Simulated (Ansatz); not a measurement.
# Mo: the cost of one run

Computed with the Python package of Ansatz 0.2.0. The levels of theory stand in the script.

**1. Starting point**

The structure is hexagonal, space group P6/mmm (No. 191). Conventional cell: a = 2.736 Å, b = 2.736 Å, c = 2.555 Å, α = 90.00°, β = 90.00°, γ = 120.00°. Around Mo (site symmetry 6/mmm) lie 8 Mo at 2.56 to 2.74 Å.

No structure file is read: the coordinates are typed or built in the script.

**2. The code**

Contents of mo.py:

```python
from dataclasses import dataclass

import ansatz as az
from ase import Atoms
import numpy as np


@dataclass(frozen=True)
class Options:
    mesh: tuple[int, ...] = (14, 14, 13)
    filling: str = "Marzari-Vanderbilt"
    smearing_width: float = 0.05


cfg = Options()


def count_gap(report):
    # lowest empty less highest filled band, counting bands; zero where they overlap
    return max(report.get("gap_by_band_count_ev") or 0.0, 0.0)


def main() -> None:
    atoms = Atoms(
        ["Mo"],
        scaled_positions=[
            (0.0, 0.0, 0.5),
        ],
        cell=[
            (2.73551, 0.0, 0.0),
            (-1.367755, 2.369021, 0.0),
            (0.0, 0.0, 2.555181),
        ],
        pbc=True,
    )
    structure = az.Crystal.from_ase(atoms)

    base = (
        structure.calculation()
        .functional(az.Functional.PBESOL)
        .kpoints(*cfg.mesh, center="gamma")
        .occupations(cfg.filling, width=cfg.smearing_width)
        .stress()
        .forces()
        .band_table()
    )
    variants = {
        "PAW": base.pseudopotentials("paw"),
        "LAPW": base.pseudopotentials("all_electron", lapw=True),
    }
    rows = []
    for label, variant in variants.items():
        summary = variant.run(threads=1).report
        levels = np.array(summary["eigenvalues_ev"][0]) - summary["fermi_energy_ev"]
        print(label, "levels at the first k-point near E_F:", np.round(levels[np.abs(levels) < 5], 3))
        rows.append((label, summary["n_electrons"], np.trace(summary["stress_gpa"]) / 3, count_gap(summary)))
    print("     treatment  electrons in bands           P GPa  gap by band count eV")
    for row in rows:
        print(f"{str(row[0]):>14s}  {row[1]:18.1f}  {row[2]:14.3f}  {row[3]:20.3f}")


if __name__ == "__main__":
    main()
```

**3. The run**

On the command line:

```bash
$ python mo.py
```

What time and memory should one allow on 1 thread of Arm Neoverse V2, shared host?

About 19 s, with a peak of 0.54 GiB.
